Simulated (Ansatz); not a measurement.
**GaH₂F + CH₄: a complex and its separated parts**

Aim: how far the complex at one end of a reaction step lies below its separated, relaxed parts, level by level.

Method: PBE0-D4/def2-TZVP structures, single points in def2-TZVPP, no counterpoise correction; program: Ansatz 0.2.0, Gaussian basis.

Levels: SPW92, PBE-D4, BLYP-D4, r2SCAN-D4, B97M-V, PBE0-D4, B3LYP-D4, r2SCAN0-D4, BHLYP-D4, CAM-B3LYP-D4, wB97X-V, wB97M-V, B2PLYP, PBE-QIDH, RPA on PBE, Hartree-Fock, MP2, CCSD, CCSD(T).

Correlated methods freeze the cores. Filled d shells of the heavier atoms are correlated. B3LYP uses VWN-RPA correlation. B2PLYP carries no dispersion term here.

94 further runs of the same task are left out: 94 set aside as unsound or not needed.

## 1. The system as given

The complex: 9 atoms, charge 0, spin multiplicity 1.

Atoms are counted from 1 here; the program's logs count them from 0.

Bond lengths: Ga1–H3 1.556 Å, Ga1–H4 1.556 Å, Ga1–F6 1.765 Å, C2–H5 1.093 Å, C2–H7 1.090 Å, C2–H8 1.088 Å, C2–H9 1.094 Å. Angles: H3–Ga1–H4 131.9°, H3–Ga1–F6 114.0°, H4–Ga1–F6 113.8°, H5–C2–H7 108.0°, H5–C2–H8 109.7°, H5–C2–H9 112.1°, H7–C2–H8 110.1°, H7–C2–H9 107.4°, H8–C2–H9 109.6°.

As a file:

```
Ga   -1.4735   -0.1543   -0.6939
C     1.2037    0.0241    0.5599
H    -0.8041   -0.7676   -1.9572
H    -2.1924   -0.8082    0.5218
H     0.6416    0.9314    0.3226
F    -1.5730    1.6082   -0.7173
H     1.7980    0.2206    1.4518
H     1.8545   -0.2338   -0.2735
H     0.5452   -0.8203    0.7858
```

Its parts: GaH₂F holds atoms 1, 3, 4, 6; CH₄ holds atoms 2, 5, 7, 8, 9. Each part counts its atoms afresh in its own runs.

## 2. Relaxing GaH₂F alone

Input file relax-a/in.yaml:

```yaml
crystal:
  periodic: [false, false, false]
  atoms:
    - {symbol: Ga, position_ang: [-1.473530, -0.154329, -0.693949]}
    - {symbol: H, position_ang: [-0.804124, -0.767570, -1.957205]}
    - {symbol: H, position_ang: [-2.192354, -0.808210, 0.521801]}
    - {symbol: F, position_ang: [-1.573045, 1.608192, -0.717260]}
basis:
  gaussian: {orbitals: def2-TZVP}
hamiltonian: {xc: pbe0, dispersion: d4}
relax: {f_tol: 0.005, max_steps: 200}
```

Run with:

```
> ansatz run in.yaml --threads 4 --pin off --events-out ev --progress --plain --max-ram 9574MiB
```

After this run come: Relaxing CH₄ alone; SPW92/def2-TZVPP; PBE-D4/def2-TZVPP; BLYP-D4/def2-TZVPP; r2SCAN-D4/def2-TZVPP; B97M-V/def2-TZVPP; PBE0-D4/def2-TZVPP; B3LYP-D4/def2-TZVPP; r2SCAN0-D4/def2-TZVPP; BHLYP-D4/def2-TZVPP; CAM-B3LYP-D4/def2-TZVPP; wB97X-V/def2-TZVPP; wB97M-V/def2-TZVPP; B2PLYP/def2-TZVPP; PBE-QIDH/def2-TZVPP; RPA on PBE/def2-TZVPP; CCSD(T)/def2-TZVPP; Vibrations of GaH₂F; Vibrations of CH₄.

Q: Predict the outcome of this session. Wanted: complex less parts, CCSD(T)/def2-TZVPP; with zero-point energy; largest T1 diagnostic.

**Answer**, as computed:

```
                              quantity         value
complex less parts, CCSD(T)/def2-TZVPP  -11.8 kJ/mol
                with zero-point energy   -7.4 kJ/mol
                 largest T1 diagnostic         0.014
```

In words: At CCSD(T) the complex lies 11.8 kJ/mol below its parts. The functionals run from wB97M-V, off by -0.1 kJ/mol, to SPW92, off by -12.2 kJ/mol, against CCSD(T). By rung, the mean size of the error is: LDA 12.2, GGA 1.7, meta-GGA 1.2, hybrid 1.1, range-separated hybrid 0.5, double hybrid 3.9 kJ/mol. PBE-D4 gives a relative energy 1.1 kJ/mol too low, an error of 9 % of the reference. No counterpoise was applied, and triple zeta lacks some correlation, so the CCSD(T) reference has a basis error of its own, and close matches with it are partly luck.
